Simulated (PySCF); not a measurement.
# C3H12N2OSi2: the cost of one run

Computed with PySCF 2.14.0 and routines of our own; the level stands in each step. Atoms count from 0.

## (1) The starting structure

20 atoms, charge 0, multiplicity 1; geometry from: GFN2-xTB.

## (2) Magnetic properties: GIAO CAM-B3LYP/pcSseg-1

Job settings and geometry (Å):

```
{"job": {"kind": "mag", "xc": "CAM-B3LYP", "basis": "pcSseg-1", "isotopologues": 2}, "charge": 0, "multiplicity": 1}
C      2.872974    -0.152623    -1.061712
O      1.968083    -0.206822    -0.002140
Si     0.427280     0.315707    -0.035052
N      0.397273     1.885786    -0.769924
C     -0.926857    -0.749995    -0.827405
C     -2.174503    -0.624963     0.053323
Si    -1.635389    -0.544167     1.874003
N     -0.091801     0.174209     1.613255
H      2.648697    -0.927484    -1.798175
H      2.836350     0.818458    -1.557953
H      3.872641    -0.319785    -0.658291
H      1.111365     2.544225    -0.498840
H     -0.487065     2.361417    -0.844600
H     -0.605240    -1.792413    -0.839152
H     -1.160560    -0.482326    -1.858238
H     -2.694107     0.300460    -0.201851
H     -2.875871    -1.435420    -0.148068
H     -1.546421    -1.868737     2.502881
H     -2.476025     0.349175     2.680800
H      0.534028     0.365976     2.374105
```

With the program's defaults for keys left out, this is: GIAO CAM-B3LYP/pcSseg-1 magnetisability, rotational g tensor and spin-rotation constants, non-relativistic, gas phase.

Run with:

```sh
OMP_NUM_THREADS=1 python excited_run.py task.json out
```

One launch serves the whole session: the jobs run in the order shown.

Q: Estimate the wall time and peak memory of this first job on 1 thread of Arm Neoverse V2, shared host.

About 57 s, with a peak of 1.2 GiB.
